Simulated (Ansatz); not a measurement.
# LiGa: properties at the relaxed cell

The task here is to estimate one member of a computed series from the others.

Method: DFT PBEsol, scalar-relativistic, plane waves, PAW, in Ansatz 0.2.0.

1 further run of the same task is left out (set aside as unsound or not needed).

## The system as given

It takes space group Fd-3m (No. 227, cubic). Conventional cell: a = 6.156 Å, b = 6.156 Å, c = 6.156 Å, α = 90.00°, β = 90.00°, γ = 90.00°. Around Li (site symmetry -43m) lie 4 Ga at 2.67 Å and 4 Li at 2.67 Å. Around Ga (site symmetry -43m) lie 4 Ga at 2.67 Å and 4 Li at 2.67 Å.

Coordinates:

```
CELL_PARAMETERS angstrom
0.00000 3.07787 3.07787
3.07787 0.00000 3.07787
3.07787 3.07787 0.00000
ATOMIC_POSITIONS crystal
Li 0.00000 0.00000 0.00000
Li 0.25000 0.25000 0.25000
Ga 0.50000 0.50000 0.50000
Ga 0.75000 0.75000 0.75000
```

This cell was relaxed beforehand with the same method: volume 14.58 Å³/atom, gap on the mesh none (metal).

The first run:

Input file input.yaml:

```yaml
crystal:
  lattice:
    - [0.0, 3.0778655951, 3.0778655951]
    - [3.0778655951, 0.0, 3.0778655951]
    - [3.0778655951, 3.0778655951, 0.0]
  atoms:
    - { symbol: Li, position: [0.0, 0.0, 0.0] }
    - { symbol: Li, position: [0.25, 0.25, 0.25] }
    - { symbol: Ga, position: [0.5, 0.5, 0.5] }
    - { symbol: Ga, position: [0.75, 0.75, 0.75] }
basis:
  ecutwfc: 420
kpoints:
  mp_grid: { grid: [12, 12, 12] }
  band_path:
    path:
      - [[0.0, 0.0, 0.0], [0.5, 0.0, 0.5], [0.625, 0.25, 0.625]]
      - [[0.375, 0.375, 0.75], [0.0, 0.0, 0.0], [0.5, 0.5, 0.5], [0.5, 0.25, 0.75], [0.5, 0.0, 0.5]]
    npoints: 14
hamiltonian:
  xc: pbesol
scf:
  occupations: { method: gaussian, width: 0.1 }
  n_extra_bands: 10
output:
  forces: true
  stress: true
  eigenvalues: true
  populations: true
  dos: { projected: true, de: 0.02, nscf_kmesh: { grid: [18, 18, 18] } }
  bader: true
  write_density: true
  write_potential: true
  elf: true
  volumetric_format: npy
```

Command:

```console
> ansatz run input.yaml --threads 1 --pin off --max-ram 2560MiB --backend cpu --events-out ev --progress --plain --runs-dir out
```

Steps of the session up to this table: Bands, states and charges; Point at V/V0 = 0.97; The cell scaled to 1.03 of its volume; Point at V/V0 = 0.94; Point at V/V0 = 1.06.

One of the session's tables, all rows but one given; the rest of the session is left out.

It belongs to the step «Equation of state». 

```
volume (Å³/atom)  energy above the lowest point (meV/atom)  pressure (GPa)
          13.704                                       8.5            3.34
          14.141                                       2.0            1.52
          14.579                                       0.0            0.00
          15.016                                         ?               ?
          15.453                                       6.8           -2.41
```

Q: Estimate the row for volume (Å³/atom) = 15.016 from the others.

Worked estimate for «energy above the lowest point (meV/atom)». A straight line through the neighbours (14.579, 0.0) and (15.453, 6.8) gives 0.0 + (6.8 − 0.0) × (15.016 − 14.579) / (15.453 − 14.579) = 3.4; a parabola fitted to 3 rows on both sides gives 1.6.

As computed: energy above the lowest point (meV/atom): 1.8; pressure (GPa): -1.29. In «energy above the lowest point (meV/atom)» the line misses by +1.6 and the parabola by -0.2.
